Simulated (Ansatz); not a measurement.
# C₃H₅OSi radical: one species, many methods

An exercise on one series of results from a longer session: the logs are not shown, and one member is left open.

Program: Ansatz 0.2.0, Gaussian basis. Level of theory: functionals in def2-TZVPP, the program's frozen cores in correlated methods. These are calculated values, not measurements.

Plan: LDA (SPW92), PBE-D4, revPBE-D4, BLYP-D4, r2SCAN-D4, B97M-V, PBE0-D4, B3LYP-D4, r2SCANh-D4, r2SCAN0-D4, HSE06-D4, BHLYP-D4, CAM-B3LYP-D4, LC-ωPBE, ωB97X-V, ωB97M-V, B2PLYP, PBE-QIDH; CCSD(T)/def2-SVP; CCSD(T)/def2-TZVPP; MP2/def2-QZVPP; extrapolation to the limit; RPA on PBE.

## The geometry

An earlier PBE0-D4 in a triple-zeta def2 set relaxation fixed the geometry.

SMILES `C#C[SiH]OC`, 10 atoms, charge 0, spin multiplicity 2.

Atoms are counted from 1 here; the program's logs count them from 0.

Bond lengths: C1–C2 1.210 Å, C1–H6 1.066 Å, C2–Si3 1.818 Å, Si3–O4 1.639 Å, Si3–H7 1.483 Å, O4–C5 1.411 Å, C5–H8 1.095 Å, C5–H9 1.095 Å, C5–H10 1.091 Å. Angles: C2–C1–H6 179.2°, C1–C2–Si3 173.4°, C2–Si3–O4 111.6°, C2–Si3–H7 111.2°, O4–Si3–H7 106.6°, Si3–O4–C5 125.1°, O4–C5–H8 111.4°, O4–C5–H9 111.0°, O4–C5–H10 107.9°, H8–C5–H9 108.8°, H8–C5–H10 108.9°, H9–C5–H10 108.7°.

Set-up of the first run:

in.yaml reads:

```yaml
crystal:
  periodic: [false, false, false]
  atoms:
    - {symbol: C, position_ang: [-0.838816, -2.331697, 0.733002]}
    - {symbol: C, position_ang: [0.023801, -1.487197, 0.650463]}
    - {symbol: Si, position_ang: [1.377447, -0.312281, 0.347750]}
    - {symbol: O, position_ang: [0.809265, 1.187104, 0.009436]}
    - {symbol: C, position_ang: [-0.269496, 1.469624, -0.854536]}
    - {symbol: H, position_ang: [-1.599734, -3.073292, 0.821105]}
    - {symbol: H, position_ang: [2.247441, -0.177346, 1.541732]}
    - {symbol: H, position_ang: [-1.138105, 0.843813, -0.626714]}
    - {symbol: H, position_ang: [0.013750, 1.313077, -1.900188]}
    - {symbol: H, position_ang: [-0.542353, 2.516996, -0.719149]}
basis:
  gaussian: {orbitals: def2-TZVPP}
magnetization: {spin_polarized: true, initial_magnetization: 1}
hamiltonian: {xc: lda}
output: {orbitals: {seedname: orbitals}}
```

Launch:

```
> ansatz run in.yaml --threads 4 --pin off --events-out ev --progress --plain --max-ram 10444MiB
```

Among the steps run: LDA; PBE-D4 (GGA); revPBE-D4 (GGA); BLYP-D4 (GGA); r2SCAN-D4 (meta-GGA); B97M-V (meta-GGA); PBE0-D4 (hybrid); B3LYP-D4 (hybrid); r2SCANh-D4 (hybrid); r2SCAN0-D4 (hybrid); HSE06-D4 (hybrid); BHLYP-D4 (hybrid); CAM-B3LYP-D4 (range-separated); LC-ωPBE (range-separated); ωB97X-V (range-separated); ωB97M-V (range-separated); B2PLYP (double hybrid); PBE-QIDH (double hybrid).

One table of the session follows, with a row left open; its other results are not shown here.

It belongs to the step «Orbital energies across the functionals». 

| functional | HOMO (eV) | LUMO (eV) | gap (eV) |
| --- | --- | --- | --- |
| LDA (SPW92) | -4.62 | -3.56 | 1.06 |
| PBE-D4 | -4.63 | -3.14 | 1.50 |
| revPBE-D4 | -4.61 | -3.00 | 1.61 |
| BLYP-D4 | -4.43 | -3.15 | 1.29 |
| r2SCAN-D4 | -4.96 | -2.71 | 2.26 |
| B97M-V | -4.70 | -3.24 | 1.46 |
| PBE0-D4 | -5.77 | -2.22 | 3.54 |
| B3LYP-D4 | -5.49 | -2.60 | 2.89 |
| r2SCANh-D4 | -5.38 | -2.40 | 2.98 |
| r2SCAN0-D4 | -6.02 | -1.95 | 4.06 |
| HSE06-D4 | -5.37 | -2.61 | 2.77 |
| BHLYP-D4 | -6.74 | -1.41 | 5.33 |
| CAM-B3LYP-D4 | ? | ? | ? |
| LC-ωPBE | -8.36 | 0.08 | 8.44 |
| ωB97X-V | -7.86 | -0.44 | 7.42 |
| ωB97M-V | -7.51 | -0.59 | 6.92 |

**Question.** Estimate the row for CAM-B3LYP-D4.

The run gave: HOMO (eV): -6.96; LUMO (eV): -1.32; gap (eV): 5.64. In the column «HOMO (eV)» it lies between ωB97M-V (-7.51) and BHLYP-D4 (-6.74).
